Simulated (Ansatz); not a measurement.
# F2H3InOSi: up Jacob's ladder to CCSD(T)

An exercise on one series of results from a longer session: the logs are not shown, and one member is left open.

The runs use Ansatz 0.2.0, Gaussian basis; functionals in def2-TZVPP, the program's frozen cores in correlated methods.

Plan: LDA (SPW92), PBE-D4, revPBE-D4, BLYP-D4, r2SCAN-D4, B97M-V, PBE0-D4, B3LYP-D4, r2SCANh-D4, r2SCAN0-D4, HSE06-D4, BHLYP-D4, CAM-B3LYP-D4, LC-ωPBE, ωB97X-V, ωB97M-V, B2PLYP, PBE-QIDH; CCSD(T)/def2-SVP; CCSD(T)/def2-TZVPP; MP2/def2-QZVPP; extrapolation to the limit; RPA on PBE.

### Structure used throughout

An earlier PBE0-D4 in a triple-zeta def2 set relaxation fixed the geometry. In takes the def2 core potential; no spin-orbit term is included.

SMILES `[F][In]([F])[O][SiH3]`, 8 atoms, charge 0, spin multiplicity 1.

Atoms are counted from 1 here; the program's logs count them from 0.

Bond lengths: F1–In2 1.928 Å, In2–F3 1.921 Å, In2–O4 1.942 Å, O4–Si5 1.643 Å, Si5–H6 1.489 Å, Si5–H7 1.488 Å, Si5–H8 1.484 Å. Angles: F1–In2–F3 116.7°, F1–In2–O4 121.9°, F3–In2–O4 121.4°, In2–O4–Si5 136.2°, O4–Si5–H6 110.9°, O4–Si5–H7 110.8°, O4–Si5–H8 107.7°, H6–Si5–H7 108.4°, H6–Si5–H8 109.5°, H7–Si5–H8 109.5°.

Coordinates:

```
F     0.5145   -1.7550    2.2131
In    1.0025   -1.4878    0.3671
F     2.2497   -2.7397   -0.3860
O     0.2755   -0.0261   -0.6848
Si   -0.7710    1.2143   -0.4288
H    -0.3331    2.0505    0.7222
H    -2.1386    0.7016   -0.1427
H    -0.7994    2.0422   -1.6601
```

Set-up of the first run:

File in.yaml:

```yaml
crystal:
  periodic: [false, false, false]
  atoms:
    - {symbol: F, position_ang: [0.514458, -1.755038, 2.213074]}
    - {symbol: In, position_ang: [1.002471, -1.487778, 0.367135]}
    - {symbol: F, position_ang: [2.249692, -2.739678, -0.386002]}
    - {symbol: O, position_ang: [0.275468, -0.026090, -0.684833]}
    - {symbol: Si, position_ang: [-0.771038, 1.214322, -0.428794]}
    - {symbol: H, position_ang: [-0.333083, 2.050482, 0.722171]}
    - {symbol: H, position_ang: [-2.138558, 0.701583, -0.142674]}
    - {symbol: H, position_ang: [-0.799399, 2.042209, -1.660067]}
basis:
  gaussian: {orbitals: def2-TZVPP}
hamiltonian: {xc: lda}
output: {orbitals: {seedname: orbitals}}
```

On the command line:

```bash
> ansatz run in.yaml --threads 4 --pin off --events-out ev --progress --plain --max-ram 10444MiB
```

Among the steps run: LDA; PBE-D4 (GGA); revPBE-D4 (GGA); BLYP-D4 (GGA); r2SCAN-D4 (meta-GGA); B97M-V (meta-GGA); B3LYP-D4 (hybrid); r2SCANh-D4 (hybrid); r2SCAN0-D4 (hybrid); HSE06-D4 (hybrid); BHLYP-D4 (hybrid); CAM-B3LYP-D4 (range-separated); LC-ωPBE (range-separated); ωB97X-V (range-separated); ωB97M-V (range-separated); B2PLYP (double hybrid); PBE-QIDH (double hybrid).

One of the session's tables, all rows but one given; the rest of the session is left out.

It belongs to the step «Orbital energies across the functionals». 

| functional | HOMO (eV) | LUMO (eV) | gap (eV) |
| --- | --- | --- | --- |
| LDA (SPW92) | -7.73 | -4.36 | 3.37 |
| PBE-D4 | -7.61 | -3.99 | 3.62 |
| revPBE-D4 | -7.55 | -3.83 | 3.72 |
| BLYP-D4 | -7.54 | -3.99 | 3.55 |
| r2SCAN-D4 | -7.96 | -3.76 | 4.20 |
| B97M-V | -8.04 | -3.92 | 4.12 |
| PBE0-D4 | -9.05 | -3.05 | 6.01 |
| B3LYP-D4 | -8.86 | -3.42 | 5.44 |
| r2SCANh-D4 | -8.50 | -3.42 | 5.07 |
| r2SCAN0-D4 | ? | ? | ? |
| HSE06-D4 | -8.65 | -3.42 | 5.23 |
| BHLYP-D4 | -10.45 | -2.20 | 8.26 |
| CAM-B3LYP-D4 | -10.50 | -2.11 | 8.39 |
| LC-ωPBE | -11.83 | -0.67 | 11.16 |
| ωB97X-V | -11.50 | -0.88 | 10.61 |
| ωB97M-V | -11.35 | -1.07 | 10.28 |

Estimate the missing values for r2SCAN0-D4.

Worked estimate for «HOMO (eV)». Against the share of exact exchange, r2SCAN-D4 (0, -7.96), r2SCANh-D4 (0.1, -8.50) give a slope of -5.40 per unit share; at 0.25 the line stands at -9.31.

The run gave: HOMO (eV): -9.30; LUMO (eV): -2.91; gap (eV): 6.38. In «HOMO (eV)» the line misses by -0.01.
